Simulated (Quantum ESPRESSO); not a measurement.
# TaAs in Quantum ESPRESSO: further runs, part 2 of 2

Quantum ESPRESSO 7.5. The steps go on from the part before.

**3. Projected density of states, vdW-DF-cx**

File pw.in:

```
&CONTROL
  calculation = 'scf'
  prefix = 'pwscf'
  outdir = './tmp'
  pseudo_dir = './pseudo'
  tprnfor = .true.
  disk_io = 'low'
  tefield = .true.
  dipfield = .true.
/
&SYSTEM
  ibrav = 0
  celldm(1) = 8
  nat = 2
  ntyp = 2
  ecutwfc = 132
  nbnd = 34
  input_dft = 'vdw-df-cx'
  occupations = 'smearing'
  smearing = 'mv'
  degauss = 0.00367493
  edir = 3
  emaxpos = 0.772
  eopreg = 0.0388
  eamp = 0
/
&ELECTRONS
  conv_thr = 2d-09
  electron_maxstep = 150
  mixing_beta = 0.7
  mixing_mode = 'local-TF'
  startingwfc = 'random'
/
ATOMIC_SPECIES
Ta   180.9479 Ta.upf
As    74.9216 As.upf
CELL_PARAMETERS alat
  0.7856205661060   0.0000000000000  -0.0000000000000
  0.0000000000000   0.7856205661060   0.0000000000000
 -0.0000000000000   0.0000000000000   6.0802623085554
ATOMIC_POSITIONS crystal
Ta     0.0000000000    0.0000000000    0.2717800000
As     0.5000000000    0.5000000000    0.3109600000
K_POINTS automatic
6 6 1 0 0 0
```

File nscf.in:

```
&CONTROL
  calculation = 'nscf'
  prefix = 'pwscf'
  outdir = './tmp'
  pseudo_dir = './pseudo'
  disk_io = 'low'
  tefield = .true.
  dipfield = .true.
/
&SYSTEM
  ibrav = 0
  celldm(1) = 8
  nat = 2
  ntyp = 2
  ecutwfc = 132
  nbnd = 34
  input_dft = 'vdw-df-cx'
  occupations = 'tetrahedra_opt'
  edir = 3
  emaxpos = 0.772
  eopreg = 0.0388
  eamp = 0
/
&ELECTRONS
  conv_thr = 1d-08
  electron_maxstep = 150
  mixing_beta = 0.7
  mixing_mode = 'local-TF'
  startingwfc = 'random'
/
ATOMIC_SPECIES
Ta   180.9479 Ta.upf
As    74.9216 As.upf
CELL_PARAMETERS alat
  0.7856205661060   0.0000000000000  -0.0000000000000
  0.0000000000000   0.7856205661060   0.0000000000000
 -0.0000000000000   0.0000000000000   6.0802623085554
ATOMIC_POSITIONS crystal
Ta     0.0000000000    0.0000000000    0.2717800000
As     0.5000000000    0.5000000000    0.3109600000
K_POINTS automatic
9 9 2 0 0 0
```

File projwfc.in:

```
&PROJWFC
  prefix = 'pwscf'
  outdir = './tmp'
  filpdos = 'p'
  Emin = -17
  Emax = 8
  DeltaE = 0.05
/
```

Potentials or basis: PseudoDojo 0.5 SR PBE stringent.

Launch:

```sh
> OMP_NUM_THREADS=1 mpirun -n 2 pw.x -nk 2 -in pw.in > pw.out
> OMP_NUM_THREADS=1 mpirun -n 2 pw.x -nk 2 -in nscf.in > nscf.out
> OMP_NUM_THREADS=1 mpirun -n 1 projwfc.x -in projwfc.in > projwfc.out
```

pw.out:

```text
This program is part of the open-source Quantum ESPRESSO suite
     for quantum simulation of materials; please cite
         "P. Giannozzi et al., J. Phys.:Condens. Matter 21 395502 (2009);
         "P. Giannozzi et al., J. Phys.:Condens. Matter 29 465901 (2017);
         "P. Giannozzi et al., J. Chem. Phys. 152 154105 (2020);
     in publications or presentations arising from this work. More details at

     Presently no symmetry can be used with electric field

     IMPORTANT: XC functional enforced from input :
     Exchange-correlation= VDW-DF-CX
                           (   1   4  27   0   1   0   0)
     Any further DFT definition will be discarded
     Please, verify this is what you really want

     K-points division:     npool     =       2
     Subspace diagonalization in iterative solution of the eigenvalue problem:
     a serial algorithm will be used

     G-vector sticks info
     --------------------
     sticks:   dense  smooth     PW     G-vecs:    dense   smooth      PW
     Sum        1649    1649    473               393411   393411   58813

     Using Slab Decomposition

     bravais-lattice index     =            0
     lattice parameter (alat)  =       8.0000  a.u.
     unit-cell volume          =    1921.4008 (a.u.)^3
     number of atoms/cell      =            2
     number of atomic types    =            2
     number of electrons       =        50.00
     number of Kohn-Sham states=           34
     kinetic-energy cutoff     =     132.0000  Ry
     charge density cutoff     =     528.0000  Ry
     scf convergence threshold =      2.0E-09
     mixing beta               =       0.7000
[... 303 lines left out ...]

     iteration # 11     ecut=   132.00 Ry     beta= 0.70
     Davidson diagonalization with overlap
     c_bands:  1 eigenvalues not converged
     ethr =  1.02E-07,  avg # of iterations =  8.6

     negative rho (up, down):  2.664E-04 0.000E+00

     Adding external electric field
[... 147 lines left out ...]
        Potential amp.        0.0308 Ry
        Total length         46.7548 bohr

     End of self-consistent calculation

          k = 0.0000 0.0000 0.0000 ( 49397 PWs)   bands (ev):

  -185.6018-129.2213-129.1856-129.1856 -69.7494 -36.7751 -36.6491 -36.6491
   -36.5217 -36.5063 -36.4688 -36.3310 -36.3310 -21.3388 -21.3256 -21.3256
   -21.3054 -21.2991 -21.1780 -21.1780 -13.8532  -5.7618  -3.7798  -2.3636
    -2.3636  -2.2252   0.1051   1.4656   2.0933   2.1609   2.1609   2.9708
     3.3663   3.5528
[... 139 lines left out ...]
  -185.6018-129.2213-129.1857-129.1857 -69.7372 -36.8151 -36.7717 -36.7328
   -36.5277 -36.4897 -36.4390 -36.3891 -36.3182 -21.3325 -21.3304 -21.3302
   -21.3070 -21.2967 -21.1806 -21.1756 -11.9709  -6.0981  -5.6119  -2.8542
    -1.6552  -1.0243  -0.8579   1.9186   3.4567   3.6179   4.2555   5.9521
     6.3904   7.0855

          k =-0.6364-0.6364 0.0000 ( 49008 PWs)   bands (ev):

  -185.6018-129.2213-129.1857-129.1857 -69.7355 -36.8065 -36.7849 -36.7848
   -36.5267 -36.4854 -36.3872 -36.3694 -36.3694 -21.3321 -21.3321 -21.3292
   -21.3084 -21.2954 -21.1777 -21.1777 -11.9159  -5.7649  -5.7649  -3.4028
    -1.1330  -0.5151  -0.5151   2.0346   2.6397   4.7587   4.8671   5.7575
     5.7575   6.5013

     the Fermi energy is    -1.6556 ev

!    total energy              =   -1256.54965158 Ry
     estimated scf accuracy    <          1.9E-09 Ry
     smearing contrib. (-TS)   =      -0.00024678 Ry
     internal energy E=F+TS    =   -1256.54940481 Ry

     The total energy is F=E-TS. E is the sum of the following terms:
     one-electron contribution =   -6171.68243258 Ry
     hartree contribution      =    3071.13518221 Ry
     xc contribution           =    -157.57281426 Ry
     ewald contribution        =    2001.57064325 Ry
     electric field correction =       0.00001658 Ry

     convergence has been achieved in  19 iterations

     Forces acting on atoms (cartesian axes, Ry/au):

     atom    1 type  1   force =    -0.00000010   -0.00000007    0.01328975
     atom    2 type  2   force =     0.00000010    0.00000007   -0.01328975

     Total force =     0.018795     Total SCF correction =     0.000453

=------------------------------------------------------------------------------=
   JOB DONE.
=------------------------------------------------------------------------------=
```

Wall time 27 min (2 MPI ranks of Intel Xeon Platinum 8488C (Sapphire Rapids), shared host); peak memory 2.6 GiB.

What came out:

- Free energy: -17096.2290 eV
- Largest force: 0.342 eV/Å
- Band gap on the k mesh: none (metal or under the smearing width)
- Loewdin charges: Ta +0.30; As -0.17 e
- Dipole across the slab: -0.13 D

Forces in eV/Å, atoms in the order of the input:
```
Ta   0.000  0.000  0.342
As   0.000  0.000 -0.342
```

States per cell in windows of 0.5 eV (zero at the Fermi level; states under -8 eV left out):
```
from (eV)  total  Ta#1 d wfc4  As#2 p wfc5  Ta#1 s wfc5  As#2 s wfc4  Ta#1 p wfc3  Ta#1 s wfc2
     -8.0   0.00         0.00         0.00         0.00         0.00         0.00         0.00
     -7.5   0.00         0.00         0.00         0.00         0.00         0.00         0.00
     -7.0   0.00         0.00         0.00         0.00         0.00         0.00         0.00
     -6.5   0.00         0.00         0.00         0.00         0.00         0.00         0.00
     -6.0   0.16         0.03         0.09         0.03         0.00         0.00         0.00
     -5.5   0.29         0.07         0.16         0.04         0.01         0.00         0.00
     -5.0   0.38         0.10         0.22         0.05         0.01         0.00         0.00
     -4.5   0.77         0.22         0.45         0.06         0.02         0.01         0.00
     -4.0   0.85         0.31         0.44         0.05         0.04         0.00         0.00
     -3.5   0.53         0.25         0.26         0.01         0.00         0.00         0.00
     -3.0   0.80         0.35         0.43         0.01         0.00         0.01         0.00
     -2.5   0.55         0.28         0.23         0.03         0.01         0.00         0.00
     -2.0   0.89         0.32         0.48         0.04         0.03         0.00         0.00
     -1.5   0.68         0.19         0.41         0.04         0.03         0.00         0.00
     -1.0   0.70         0.50         0.14         0.05         0.00         0.00         0.00
     -0.5   1.22         0.97         0.08         0.11         0.01         0.00         0.00
      0.0   1.34         1.07         0.09         0.13         0.01         0.00         0.00
      0.5   1.54         1.13         0.23         0.05         0.06         0.00         0.00
      1.0   1.28         1.00         0.17         0.02         0.03         0.00         0.00
      1.5   0.47         0.29         0.10         0.03         0.01         0.00         0.00
      2.0   0.41         0.22         0.10         0.02         0.01         0.00         0.00
      2.5   0.54         0.25         0.14         0.02         0.01         0.00         0.00
      3.0   0.58         0.23         0.11         0.07         0.02         0.00         0.00
      3.5   1.60         0.74         0.23         0.22         0.05         0.00         0.00
      4.0   0.97         0.32         0.21         0.10         0.01         0.00         0.00
      4.5   1.49         0.32         0.24         0.12         0.05         0.00         0.00
      5.0   1.61         0.25         0.23         0.03         0.04         0.00         0.00
      5.5   1.51         0.15         0.16         0.07         0.02         0.00         0.00
      6.0   1.59         0.12         0.15         0.10         0.02         0.00         0.00
      6.5   1.10         0.01         0.02         0.01         0.00         0.00         0.00
      7.0   0.97         0.01         0.02         0.01         0.00         0.00         0.00
      7.5   0.84         0.02         0.02         0.02         0.00         0.00         0.00
```

Caveat: the k mesh is coarse; the potentials were made for another functional, which shifts forces and pressure. The run has no spin-orbit coupling, so splittings on Ta are missing.

**4. Work function, BEEF-vdW**

Edit pw.in of step 3 so:

```diff
@@ -15,8 +15,7 @@
   ntyp = 2
-  ecutwfc = 132
-  nbnd = 34
-  input_dft = 'vdw-df-cx'
-  occupations = 'smearing'
-  smearing = 'mv'
-  degauss = 0.00367493
+  ecutwfc = 29
+  ecutrho = 173
+  nbnd = 21
+  input_dft = 'beef-vdw'
+  occupations = 'tetrahedra'
   edir = 3
@@ -27,11 +26,11 @@
 &ELECTRONS
-  conv_thr = 2d-09
+  conv_thr = 0.0001
   electron_maxstep = 150
-  mixing_beta = 0.7
+  mixing_beta = 0.3
   mixing_mode = 'local-TF'
-  startingwfc = 'random'
+  tqr = .true.
 /
 ATOMIC_SPECIES
-Ta   180.9479 Ta.upf
-As    74.9216 As.upf
+Ta   180.9479 Ta.GGA_PBE-JTH.UPF
+As    74.9216 As.GGA_PBE-JTH.UPF
 CELL_PARAMETERS alat
@@ -44,2 +43,2 @@
 K_POINTS automatic
-6 6 1 0 0 0
+8 8 1 0 0 0
```

File pp_density.in:

```
&INPUTPP
  prefix = 'pwscf'
  outdir = './tmp'
  filplot = 'density.dat'
  plot_num = 0
/
&PLOT
  nfile = 1
  filepp(1) = 'density.dat'
  iflag = 3
  output_format = 6
  fileout = 'density.cube'
/
```

File pp_potential.in:

```
&INPUTPP
  prefix = 'pwscf'
  outdir = './tmp'
  filplot = 'potential.dat'
  plot_num = 11
/
&PLOT
  nfile = 1
  filepp(1) = 'potential.dat'
  iflag = 3
  output_format = 6
  fileout = 'potential.cube'
/
```

Potentials or basis: JTH 2.0 PBE.

Launch:

```sh
> OMP_NUM_THREADS=1 mpirun -n 2 pw.x -nk 2 -in pw.in > pw.out
> OMP_NUM_THREADS=1 mpirun -n 1 pp.x -in pp_density.in > pp_density.out
> OMP_NUM_THREADS=1 mpirun -n 1 pp.x -in pp_potential.in > pp_potential.out
```

pw.out:

```text
This program is part of the open-source Quantum ESPRESSO suite
     for quantum simulation of materials; please cite
         "P. Giannozzi et al., J. Phys.:Condens. Matter 21 395502 (2009);
         "P. Giannozzi et al., J. Phys.:Condens. Matter 29 465901 (2017);
         "P. Giannozzi et al., J. Chem. Phys. 152 154105 (2020);
     in publications or presentations arising from this work. More details at

     Presently no symmetry can be used with electric field

     Message from routine iosys:
     BEWARE:  force calculation with tetrahedra (not recommanded)
     file Ta.GGA_PBE-JTH.UPF: wavefunction(s)  5S 6S 5P 6P 5D 0D renormalized
     file As.GGA_PBE-JTH.UPF: wavefunction(s)  4S 0S 0P 3D 0D renormalized

     **************************************************************************
     Initializing libbeef V0.1.2 with the BEEF-vdW functional.
     Citation: Wellendorff et al., PRB 85, 235149 (2012).
     **************************************************************************

     IMPORTANT: XC functional enforced from input :
     Exchange-correlation= BEEF-VDW
                           (   1   4  43  14   2   0   0)
     Any further DFT definition will be discarded
     Please, verify this is what you really want

     K-points division:     npool     =       2
     Subspace diagonalization in iterative solution of the eigenvalue problem:
     a serial algorithm will be used

     G-vector sticks info
     --------------------
     sticks:   dense  smooth     PW     G-vecs:    dense   smooth      PW
[... 170 lines left out ...]
     Checking if some PAW data can be deallocated...

     Self-consistent Calculation

     iteration #  1     ecut=    29.00 Ry     beta= 0.30
     Davidson diagonalization with overlap
     ethr =  1.00E-02,  avg # of iterations =  5.0

     Threshold (ethr) on eigenvalues was too large:
     Diagonalizing with lowered threshold

     Davidson diagonalization with overlap
     ethr =  9.49E-04,  avg # of iterations =  1.0

     negative rho (up, down):  1.158E-03 0.000E+00
[... 187 lines left out ...]
        Potential amp.        0.0157 Ry
        Total length         46.7548 bohr

     End of self-consistent calculation

          k = 0.0000 0.0000 0.0000 (  5043 PWs)   bands (ev):

   -71.0599 -37.9923 -37.9867 -37.9822 -37.9431 -37.9273 -37.4620 -37.2548
   -37.2539 -14.5080  -6.3926  -4.4174  -2.9759  -2.9743  -2.8022  -0.4959
     0.7791   1.3124   1.5460   1.5486   1.7324
[... 189 lines left out ...]
   -71.0477 -38.0308 -38.0140 -37.9915 -37.9584 -37.9104 -37.4096 -37.3993
   -37.3482 -12.5742  -6.6044  -6.3272  -3.7057  -2.1177  -1.4666  -1.3398
     1.4129   2.9747   3.2212   3.3262   5.5608

          k =-0.6364-0.6364 0.0000 (  5064 PWs)   bands (ev):

   -71.0467 -38.0226 -38.0182 -38.0089 -37.9580 -37.9085 -37.3891 -37.3889
   -37.3862 -12.5403  -6.4113  -6.4104  -4.0271  -1.7406  -1.1474  -1.1443
     1.4580   1.9808   4.1881   4.2347   5.0992

     the Fermi energy is    -2.2221 ev

!    total energy              =   -1111.14184250 Ry
     total all-electron energy =     -1111.141843 Ry
     estimated scf accuracy    <       0.00006308 Ry

     The total energy is the sum of the following terms:
     one-electron contribution =   -1835.84187223 Ry
     hartree contribution      =     894.32466909 Ry
     xc contribution           =     -50.80480602 Ry
     ewald contribution        =     627.82739149 Ry
     electric field correction =       0.00000430 Ry
     one-center paw contrib.   =    -746.64722914 Ry

     convergence has been achieved in  11 iterations

     negative rho (up, down):  2.261E-03 0.000E+00

     Forces acting on atoms (cartesian axes, Ry/au):

     atom    1 type  1   force =     0.00075170   -0.00026603   -0.00895169
     atom    2 type  2   force =    -0.00075170    0.00026603    0.00895169

     Total force =     0.012710     Total SCF correction =     0.007179
     SCF correction compared to forces is large: reduce conv_thr to get better values

=------------------------------------------------------------------------------=
   JOB DONE.
=------------------------------------------------------------------------------=
```

pp_potential.out:

```text
This program is part of the open-source Quantum ESPRESSO suite
     for quantum simulation of materials; please cite
         "P. Giannozzi et al., J. Phys.:Condens. Matter 21 395502 (2009);
         "P. Giannozzi et al., J. Phys.:Condens. Matter 29 465901 (2017);
         "P. Giannozzi et al., J. Chem. Phys. 152 154105 (2020);
     in publications or presentations arising from this work. More details at

[... 83 lines left out ...]
     Writing data to file  potential.dat
     Reading data from file  potential.dat

     Writing data to be plotted to file potential.cube
     Plot Type: 3D                     Output format: Gaussian cube

=------------------------------------------------------------------------------=
   JOB DONE.
=------------------------------------------------------------------------------=
```

It took 3.8 min on 2 MPI ranks of Intel Xeon Platinum 8488C (Sapphire Rapids), shared host; peak memory 0.48 GiB.

The run converged, but some of its settings lie outside the range that counts as converged (typed here: conv_thr = 0.0001; ecut_scale = 0.8; smearing = tetrahedra; width = left out), so its numbers aren't taken as properties of the sheet.

Results:

```
Free energy                     : -15117.8549 eV
Largest force                   : 0.231 eV/Å
Band gap on the k mesh          : none (metal or under the smearing width)
Dipole across the slab          : -0.07 D
Work function of the upper face : 5.01 eV
Work function of the lower face : 4.79 eV
```

Caveat: the potentials were made for another functional, which shifts forces and pressure; real space augmentation costs some meV and hundredths of eV per Å.
